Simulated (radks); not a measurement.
# S in [Ne] 3s2 3p4: an all-electron calculation

An exercise on one series of results from a longer session: the logs are not shown, and one member is left open.

Method: non-relativistic Kohn-Sham, SCAN, spin-unpolarised, spherical densities, point nucleus. Code: radks (a radial shooting solver on a logarithmic mesh, Libxc functionals) version 1.

## Starting point

| Item | Value |
| --- | --- |
| element | sulfur (Z = 16) |
| charge | 0 |
| electrons | 16 |
| configuration | [Ne] 3s2 3p4 |

The outer shells:

S
```
[Ne] core
3s [↑↓]
3p [↑↓][↑ ][↑ ]
```

Set-up of the first run:

Input:

```text
Z 16
configuration [Ne] 3s2 3p4
relativity non-relativistic
functional scan,scan
spin unpolarised
nucleus point
```

On the command line:

```bash
$ python run_ks.py task.json out
```

This one command runs every case of the session in turn.

Among the steps run: Self-consistent calculation.

One of the session's tables, all rows but one given; the rest of the session is left out.

It belongs to the step «Radial structure». Radial moments (bohr):

```
level      <r>  outermost maximum (interpolated)  90 % within  nodes
   1s  0.09732                            0.0637        0.174      0
   2s   0.4790                             0.389        0.749      1
   2p   0.4422                             0.327        0.735      0
   3s    1.713                              1.42         2.61      2
   3p        ?                                 ?            ?      ?
```

Q: Estimate the row for 3p from the others.

**Answer.** <r>: 2.062; outermost maximum (interpolated): 1.61; 90 % within: 3.26; nodes: 1. In the column «<r>» it is the highest.

Limits of these values: Spin polarisation and multiplet splitting are left out.
